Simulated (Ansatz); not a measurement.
# C4H12Ge: ionisation energy by level of theory

Aim: the vertical ionisation energy of C4H12Ge, as cation minus neutral at the neutral's geometry, on several levels, and how well −ε(HOMO) stands in for it.

Method: unrestricted cation, the program's frozen cores in correlated methods; program: Ansatz 0.2.0, Gaussian basis.

Levels to be run: UKS PBE-D4/def2-TZVPP; UKS r2SCAN-D4/def2-TZVPP; UKS PBE0-D4/def2-TZVPP; UKS B3LYP-D4/def2-TZVPP; UKS wB97X-V/def2-TZVPP; UKS wB97M-V/def2-TZVPP; UKS B2PLYP/def2-TZVPP; UHF-CCSD(T)/def2-TZVPP; UHF-MP2/def2-QZVPP; extrapolation to the limit; then −ε(HOMO) from the neutral's earlier runs with LDA (SPW92), PBE-D4, revPBE-D4, BLYP-D4, r2SCAN-D4, B97M-V, PBE0-D4, B3LYP-D4, r2SCANh-D4, r2SCAN0-D4, HSE06-D4, BHLYP-D4, CAM-B3LYP-D4, LC-ωPBE, ωB97X-V, ωB97M-V.

### Step 1. The geometry

An earlier PBE0-D4/def2-TZVP relaxation fixed the geometry.

SMILES `[CH3][Ge]([CH3])([CH3])[CH3]`, 17 atoms, charge 0, spin multiplicity 1.

Atoms are counted from 1 here; the program's logs count them from 0.

Bond lengths: C1–Ge2 1.959 Å, C1–H6 1.092 Å, C1–H7 1.092 Å, C1–H8 1.092 Å, Ge2–C3 1.959 Å, Ge2–C4 1.959 Å, Ge2–C5 1.959 Å, C3–H9 1.092 Å, C3–H10 1.092 Å, C3–H11 1.092 Å, C4–H12 1.092 Å, C4–H13 1.092 Å, C4–H14 1.092 Å, C5–H15 1.092 Å, C5–H16 1.092 Å, C5–H17 1.092 Å. Angles: Ge2–C1–H6 110.7°, Ge2–C1–H7 110.7°, Ge2–C1–H8 110.7°, H6–C1–H7 108.3°, H6–C1–H8 108.3°, H7–C1–H8 108.3°, C1–Ge2–C3 109.5°, C1–Ge2–C4 109.5°, C1–Ge2–C5 109.5°, C3–Ge2–C4 109.5°, C3–Ge2–C5 109.5°, C4–Ge2–C5 109.5°, Ge2–C3–H9 110.7°, Ge2–C3–H10 110.7°, Ge2–C3–H11 110.7°, H9–C3–H10 108.3°, H9–C3–H11 108.3°, H10–C3–H11 108.3° and more.

### Step 2. Cation, UKS PBE-D4/def2-TZVPP

Input file in.yaml:

```yaml
crystal:
  periodic: [false, false, false]
  atoms:
    - {symbol: C, position_ang: [-0.368674, 0.718124, -1.782430]}
    - {symbol: Ge, position_ang: [-0.001113, -0.000034, 0.002356]}
    - {symbol: C, position_ang: [1.898794, 0.228999, 0.419736]}
    - {symbol: C, position_ang: [-0.454039, -1.905108, 0.045564]}
    - {symbol: C, position_ang: [-1.080566, 0.957863, 1.326563]}
    - {symbol: H, position_ang: [-0.124740, 1.781440, -1.827636]}
    - {symbol: H, position_ang: [0.225680, 0.198549, -2.536732]}
    - {symbol: H, position_ang: [-1.423847, 0.598236, -2.036256]}
    - {symbol: H, position_ang: [2.125240, -0.164382, 1.412793]}
    - {symbol: H, position_ang: [2.173054, 1.285680, 0.399775]}
    - {symbol: H, position_ang: [2.519357, -0.299168, -0.306990]}
    - {symbol: H, position_ang: [-0.253470, -2.326577, 1.032642]}
    - {symbol: H, position_ang: [0.135400, -2.458069, -0.688589]}
    - {symbol: H, position_ang: [-1.511395, -2.054989, -0.181874]}
    - {symbol: H, position_ang: [-2.144965, 0.842594, 1.112181]}
    - {symbol: H, position_ang: [-0.890216, 0.572658, 2.330341]}
    - {symbol: H, position_ang: [-0.843597, 2.023682, 1.318655]}
basis:
  gaussian: {orbitals: def2-TZVPP}
total_charge: 1
magnetization: {spin_polarized: true, initial_magnetization: 1}
hamiltonian: {xc: pbe, dispersion: d4}
```

Command:

```
> ansatz run in.yaml --threads 2 --pin off --events-out ev --progress --plain --max-ram 22528MiB --backend cuda --devices 0, --max-vram 18GiB
```

After this run come: Cation, UKS r2SCAN-D4/def2-TZVPP; Cation, UKS PBE0-D4/def2-TZVPP; Cation, UKS B3LYP-D4/def2-TZVPP; Cation, UKS wB97X-V/def2-TZVPP; Cation, UKS wB97M-V/def2-TZVPP; Cation, UKS B2PLYP (frozen core)/def2-TZVPP; Cation, UHF-CCSD(T)/def2-TZVPP; Cation, UHF-MP2/def2-QZVPP.

**Question.** What will the summary of the whole plan be? Wanted: ionisation energy, CCSD(T)/CBS; nearest functional by difference; nearest −ε(HOMO); −ε(HOMO) of PBE; T1 of the cation.

**Answer**, as computed:

| quantity | value |
| --- | --- |
| ionisation energy, CCSD(T)/CBS | 10.35 eV |
| nearest functional by difference | ωB97X-V (-0.16 eV) |
| nearest −ε(HOMO) | ωB97M-V (-0.06 eV) |
| −ε(HOMO) of PBE | 6.82 eV |
| T1 of the cation | 0.015 |

**Reading.** Energy differences with functionals land within 0.79 eV of the reference. −ε(HOMO) of PBE misses by 3.5 eV, since self-interaction lifts the level. Among orbital estimates ωB97M-V comes nearest. Hartree-Fock falls 0.99 eV short, as the neutral has more correlation energy than the cation. Correlated methods include outer-core shells of Ge, which these sets cover unevenly. In point group Td the highest level is often degenerate; the cation then breaks the symmetry, and the runs may pick different components. With outer-core shells in play the reference is unsure by up to some tenths of an eV, so close misses can't be ranked.
